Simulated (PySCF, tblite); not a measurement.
# C6H15B2N: geometry, infrared bands and NMR shifts

Aim: predict the infrared bands and NMR shifts of C6H15B2N (`[BH3-][N@H+](CBC=C)C1CC1`).

The runs use tblite 0.8.0 and PySCF 2.14.0, with density-fitted response routines of our own; the level of theory stands in each step. All values are computed, except where a source is named. Atoms count from 0, in the outputs and in this text.

## 1. Starting geometry

24 atoms, charge 0, multiplicity 1; geometry from: force field or distance geometry start.

Bonds of the start (Å): B0–N1 1.51, N1–C2 1.47, C2–B3 1.56, B3–C4 1.57, C4–C5 1.31, N1–C6 1.46, C6–C7 1.51, C7–C8 1.51, C8–C6 1.50, B0–H9 1.20, B0–H10 1.17, B0–H11 1.22, N1–H12 1.02, C2–H13 1.11, C2–H14 1.12, B3–H15 1.19, C4–H16 1.09, C5–H17 1.09, C5–H18 1.09, C6–H19 1.12, C7–H20 1.12, C7–H21 1.11, C8–H22 1.12, C8–H23 1.11.

## 2. Relaxing the molecule with GFN2-xTB

The job: settings as JSON, then the geometry in Å.

```
{"job": {"kind": "relax", "xc": "GFN2-xTB", "basis": "xTB"}, "charge": 0, "multiplicity": 1}
B     -1.446000    -1.633400     0.022800
N     -0.647000    -0.403700    -0.330900
C      0.671400    -0.337800     0.311900
B      1.769900    -1.127400    -0.460900
C      3.182900    -0.454200    -0.578900
C      3.556000     0.357300     0.384100
C     -1.364500     0.748100     0.208400
C     -1.558300     1.923700    -0.717100
C     -2.730000     1.052400    -0.325300
H     -2.185700    -1.856500    -0.900600
H     -0.835500    -2.586100     0.312000
H     -2.208500    -1.332900     0.924900
H     -0.582100    -0.274200    -1.341700
H      0.616800    -0.604200     1.386800
H      0.936600     0.751900     0.252200
H      1.757300    -2.309600    -0.371900
H      3.803500    -0.656300    -1.453600
H      4.506600     0.881400     0.412000
H      2.886300     0.516200     1.228100
H     -1.110100     0.934800     1.288100
H     -1.421600     2.905200    -0.203400
H     -1.089900     1.778300    -1.713000
H     -3.453500     1.402400     0.454800
H     -3.066100     0.344400    -1.114300
```

Run with:

```console
OMP_NUM_THREADS=1 python probes_run.py task.json out
```

The driver reads the jobs from task.json and runs them one after another.

**Question.** This job is followed by: GFN2-xTB harmonic vibrations, gas phase; GIAO PBE0/pcSseg-1 NMR shielding, non-relativistic, gas phase. Predict these results of the whole session: strongest single infrared mode (GFN2-xTB); zero-point energy (GFN2-xTB); ¹³C shifts against TMS (PBE0/pcSseg-1); ¹H shifts against TMS (PBE0/pcSseg-1, means over atoms taken as alike); ¹¹B shifts against BF3·OEt2 (PBE0/pcSseg-1); ¹⁵N shifts against NH3 (PBE0/pcSseg-1).

The runs gave:

| quantity | value |
| --- | --- |
| strongest single infrared mode (GFN2-xTB) | 1896 cm⁻¹, 484 km/mol |
| zero-point energy (GFN2-xTB) | 127.1 kcal/mol |
| ¹³C shifts against TMS (PBE0/pcSseg-1) | 153.6, 130.6, 48.4, 38.3, 7.6, 6.8 ppm |
| ¹H shifts against TMS (PBE0/pcSseg-1, means over atoms taken as alike) | 6.95, 5.92, 5.49, 4.10, 3.00, 2.63, 2.09, 2.06, 1.44, 0.79, 0.69, 0.52, 0.38 ppm |
| ¹¹B shifts against BF3·OEt2 (PBE0/pcSseg-1) | 6.1, -8.2 ppm |
| ¹⁵N shifts against NH3 (PBE0/pcSseg-1) | 73.3 ppm |

**Reading.** Over 201 steps the energy fell by 1.623 eV; of the close pairs, B0–N1 changed most, 1.509 to 1.607 Å. No mode is imaginary among the 66: a minimum at this level. The strongest single mode, at 1896 cm⁻¹, moves mainly H10. GFN2-xTB is a fitted tight-binding method: band positions and strengths are rough. Its intensities can rank the bands wrongly. The most deshielded carbon is C4 (alkene CH), at 153.6 ppm: as expected for a trigonal carbon in a double bond. The most deshielded hydrogen is H16 (hydrogen on an alkene CH), at 6.95 ppm: olefinic region. At PBE0/pcSseg-1: The widest tensor belongs to C4: span 269 ppm, with a paramagnetic part of -223 ppm.
